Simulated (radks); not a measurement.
**Spin polarisation of the 5d shell in Re⁺**

An exercise on one series of results from a longer session: the logs are not shown, and one member is left open.

Method: scalar-relativistic Kohn-Sham, LDA (Slater exchange, Perdew-Wang correlation), spin-polarised, spherical densities, point nucleus. Code: radks (a radial shooting solver on a logarithmic mesh, Libxc functionals) version 1.

**The system**

| Item | Value |
| --- | --- |
| element | rhenium (Z = 75) |
| charge | +1 |
| electrons | 74 |
| configuration | [Xe] 4f14 5d(up 2.5, down 2.5) 6s(up 0.5, down 0.5) |

A shell typed twice in an input gives spin up, then spin down.

Set-up of the first run:

Settings of this run:

```text
Z 75
configuration [Xe] 4f14 5d2.5 5d2.5 6s0.5 6s0.5
relativity scalar-relativistic
functional lda,pw
spin polarised
nucleus point
c 137.035999084
```

Among the steps run: No moment.

One table of the session follows, with a row left open; its other results are not shown here.

It belongs to the step «No moment». Sizes of the orbitals, from the radial functions (bohr):

```
level     <r>  outermost maximum (interpolated)  90 % within  nodes
   4s  0.4408                             0.413        0.633      3
   4p  0.4689                             0.433        0.681      2
   4d  0.5002                             0.443        0.749      1
   5s   1.035                             0.936         1.49      4
   5p   1.207                              1.06         1.76      3
   4f       ?                                 ?            ?      ?
   5d   1.852                              1.42         2.91      2
   6s   2.846                              2.47         4.15      5
```

Estimate the missing values for 4f.

As computed: <r>: 0.5805; outermost maximum (interpolated): 0.416; 90 % within: 0.955; nodes: 0. In the column «<r>» it lies between 4d (0.5002) and 5s (1.035).
